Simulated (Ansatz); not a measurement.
# Rh (fcc type): how the settings move a single-point run

Question: which choices in the input matter for Rh (fcc type)?

Computed with Ansatz 0.2.0 (reference: DFT, PBE, PAW with Ansatz's default frozen-core files, scalar-relativistic, unless a step's input says otherwise).

## (1) The starting structure

It takes space group Fm-3m (No. 225, cubic). Conventional cell: a = 3.628 Å, b = 3.628 Å, c = 3.628 Å, α = 90.00°, β = 90.00°, γ = 90.00°. Rh (site symmetry m-3m) is surrounded by 12 Rh at 2.57 Å.

As a file:

```cif
data_structure
_symmetry_space_group_name_H-M 'Fm-3m'
_symmetry_Int_Tables_number 225
_cell_length_a 3.6280
_cell_length_b 3.6280
_cell_length_c 3.6280
_cell_angle_alpha 90.000
_cell_angle_beta 90.000
_cell_angle_gamma 90.000
_cell_volume 47.75
loop_
_atom_site_label
_atom_site_type_symbol
_atom_site_symmetry_multiplicity
_atom_site_Wyckoff_symbol
_atom_site_fract_x
_atom_site_fract_y
_atom_site_fract_z
_atom_site_occupancy
Rh1 Rh 4 a 0.00000 0.00000 0.00000 1
```

## (2) Reference

Input file input.yaml:

```yaml
crystal:
  lattice:
    - [0.0, 1.8140109973, 1.8140109973]
    - [1.8140109973, 0.0, 1.8140109973]
    - [1.8140109973, 1.8140109973, 0.0]
  atoms:
    - { symbol: Rh, position: [0.0, 0.0, 0.0] }
kpoints:
  mp_grid: { grid: [17, 17, 17] }
scf:
  occupations: { method: fermi_dirac, width: 0.05 }
hamiltonian:
  xc: pbe
  pseudopotentials: { kind: paw }
output:
  forces: true
  stress: true
  eigenvalues: true
  populations: true
```

Started as:

```console
ansatz run input.yaml --threads 1 --pin off --max-ram 2048MiB --backend cpu --events-out ev --progress --plain --runs-dir out
```

## (3) Variant: chi_scale 0.1, dr2_threshold 1.0e-08

Edit input.yaml of step 2 so:

```diff
@@ -11,2 +11,4 @@
   occupations: { method: fermi_dirac, width: 0.05 }
+  initial_density: { chi_scale: 0.1 }
+  convergence: { dr2_threshold: 1.0e-08 }
 hamiltonian:
```

Q: Predict the outcome of this session. Wanted: for each run, ending; energy change; pressure; gap; force.

As calculated:

| run | ending | energy change | pressure (GPa) | gap (eV) | force (eV/Å) | cycles | time |
| --- | --- | --- | --- | --- | --- | --- | --- |
| reference | converged | 0 | 63.3 | 0.00 | 0.00 | 6 | 2.2 s |
| 1: chi_scale 0.1, dr2_threshold 1.0e-08 | converged | 0.0 meV/atom | 63.3 | 0.00 | 0.00 | 7 | 2.4 s |

Residual by cycle in the longest SCF loop of each run; runs are numbered as in the table. The quantity is the density residual dr2, in eV.

| cycle | reference | run 1 |
| --- | --- | --- |
| 1 | 5.7e-4 | 1.39 |
| 2 | 7.3e-5 | 0.0674 |
| 3 | 1.7e-5 | 0.0073 |
| 4 | 1.8e-7 | 1.9e-5 |
| 5 | 3.0e-9 | 5.1e-7 |
| 6 | 2.1e-10 | 2.6e-8 |
| 7 | - | 2.8e-9 |

With the changed start and convergence setting the energy agrees within 0.5 meV/atom. Cost: 7 SCF cycles against 6. The cell is not at rest: the sound run finds 63 GPa, so these are no properties of the crystal at its own volume. 
